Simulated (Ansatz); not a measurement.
**F3H2NSi: vertical ionisation energy**

An exercise on one series of results from a longer session: the logs are not shown, and one member is left open.

Method: unrestricted cation, the program's frozen cores in correlated methods; program: Ansatz 0.2.0, Gaussian basis.

Plan: UKS PBE-D4/def2-TZVPP; UKS r2SCAN-D4/def2-TZVPP; UKS PBE0-D4/def2-TZVPP; UKS B3LYP-D4/def2-TZVPP; UKS wB97X-V/def2-TZVPP; UKS wB97M-V/def2-TZVPP; UKS B2PLYP/def2-TZVPP; UHF-CCSD(T)/def2-TZVPP; UHF-MP2/def2-QZVPP; extrapolation to the limit; then −ε(HOMO) from the neutral's earlier runs with LDA (SPW92), PBE-D4, revPBE-D4, BLYP-D4, r2SCAN-D4, B97M-V, PBE0-D4, B3LYP-D4, r2SCANh-D4, r2SCAN0-D4, HSE06-D4, BHLYP-D4, CAM-B3LYP-D4, LC-ωPBE, ωB97X-V, ωB97M-V.

## The relaxed structure

All runs share one geometry, relaxed beforehand with PBE0-D4 in a triple-zeta def2 set.

SMILES `N[Si](F)(F)F`, 7 atoms, charge 0, spin multiplicity 1.

Atoms are counted from 1 here; the program's logs count them from 0.

Bond lengths: N1–Si2 1.672 Å, N1–H6 1.005 Å, N1–H7 1.005 Å, Si2–F3 1.578 Å, Si2–F4 1.574 Å, Si2–F5 1.574 Å. Angles: Si2–N1–H6 122.2°, Si2–N1–H7 122.2°, H6–N1–H7 112.9°, N1–Si2–F3 115.9°, N1–Si2–F4 109.6°, N1–Si2–F5 109.5°, F3–Si2–F4 105.7°, F3–Si2–F5 105.8°, F4–Si2–F5 110.2°.

As a file:

```
N    -0.29264    0.75589    0.64893
Si    0.23067   -0.47252   -0.35769
F    -0.64093   -0.72261   -1.64960
F     0.22817   -1.83616    0.42882
F     1.68037   -0.14570   -0.87695
H    -1.04629    0.62945    1.30190
H    -0.09815    1.72355    0.45879
```

The first run:

in.yaml

```yaml
crystal:
  periodic: [false, false, false]
  atoms:
    - {symbol: N, position_ang: [-0.292638, 0.755888, 0.648933]}
    - {symbol: Si, position_ang: [0.230665, -0.472525, -0.357694]}
    - {symbol: F, position_ang: [-0.640932, -0.722607, -1.649602]}
    - {symbol: F, position_ang: [0.228175, -1.836161, 0.428817]}
    - {symbol: F, position_ang: [1.680369, -0.145699, -0.876947]}
    - {symbol: H, position_ang: [-1.046293, 0.629449, 1.301904]}
    - {symbol: H, position_ang: [-0.098146, 1.723554, 0.458788]}
basis:
  gaussian: {orbitals: def2-TZVPP}
total_charge: 1
magnetization: {spin_polarized: true, initial_magnetization: 1}
hamiltonian: {xc: pbe, dispersion: d4}
```

Launch:

```
$ ansatz run in.yaml --threads 2 --pin off --events-out ev --progress --plain --max-ram 32768MiB --backend cpu
```

Among the steps run: Cation, UKS PBE-D4/def2-TZVPP; Cation, UKS r2SCAN-D4/def2-TZVPP; Cation, UKS PBE0-D4/def2-TZVPP; Cation, UKS B3LYP-D4/def2-TZVPP; Cation, UKS wB97X-V/def2-TZVPP; Cation, UKS wB97M-V/def2-TZVPP; Cation, UKS B2PLYP (frozen core)/def2-TZVPP; Cation, UHF-CCSD(T)/def2-TZVPP; Cation, UHF-MP2/def2-QZVPP.

One table of the session follows, with a row left open; its other results are not shown here.

Orbital estimates, from the neutral's runs:

```
  functional  −ε(HOMO) (eV)
 LDA (SPW92)           7.27
      PBE-D4           7.06
   revPBE-D4           6.98
     BLYP-D4           6.94
   r2SCAN-D4              ?
      B97M-V           7.48
     PBE0-D4           8.65
    B3LYP-D4           8.38
  r2SCANh-D4           8.01
  r2SCAN0-D4           8.90
    HSE06-D4           8.24
    BHLYP-D4          10.14
CAM-B3LYP-D4          10.16
     LC-ωPBE          11.62
     ωB97X-V          11.19
     ωB97M-V          11.08
```

**Question.** Estimate the row for r2SCAN-D4.

Worked estimate for «−ε(HOMO) (eV)». Against the share of exact exchange, r2SCANh-D4 (0.1, 8.01), r2SCAN0-D4 (0.25, 8.90) give a slope of 5.93 per unit share; at 0 the line stands at 7.42.

The run gave: −ε(HOMO) (eV): 7.41. In «−ε(HOMO) (eV)» the line misses by +0.01.
